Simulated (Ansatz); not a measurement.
Input of an Ansatz 0.2.0 run:

File input.yaml:

```yaml
crystal:
  lattice:
    - [-2.022982, 2.022982, 3.673617]
    - [2.022982, -2.022982, 3.673617]
    - [2.022982, 2.022982, -3.673617]
  atoms:
    - { symbol: Cu, position: [0.008646, 0.014122, 0.023824] }
    - { symbol: Cu, position: [0.730476, 0.247799, 0.488209] }
    - { symbol: Cu, position: [0.263405, 0.757175, 0.509104] }
    - { symbol: O, position: [0.504929, -0.003726, 0.501008] }
    - { symbol: O, position: [0.008464, 0.503083, 0.500197] }
hamiltonian:
  xc: pbe
  pseudopotentials: { kind: paw }
kpoints:
  mp_grid: { grid: [9, 9, 9] }
scf:
  occupations: { method: fermi_dirac, width: 0.05 }
output:
  forces: true
  stress: true
  eigenvalues: true
```

Potentials or basis: Ansatz PAW.

Run with:

```console
$ ansatz run input.yaml --threads 2 --pin off --max-ram 5120MiB --backend cpu --events-out ev --progress --plain --runs-dir out
```

Task: Estimate the pressure.

Result: 1.5 GPa.

Task: What does it give for the largest force?

Result: 1.302 eV/Å.

Forces on the atoms (eV/Å):
```
Cu  -0.595 -0.243  0.020
Cu   0.021  0.193  1.287
Cu   0.033 -0.046 -0.670
O    0.048  0.108  0.028
O    0.493 -0.012 -0.665
```

Caveat: the pressure holds a Pulay correction of +0.5 GPa for the finite cutoff; an odd number of electrons without spin polarisation forces a metal; a magnetic or distorted state may lie lower; the run has no spin polarisation, though such a crystal can be magnetic; semilocal functionals often make such compounds metallic where correlation or magnetic order opens a gap, which also shifts bond lengths.
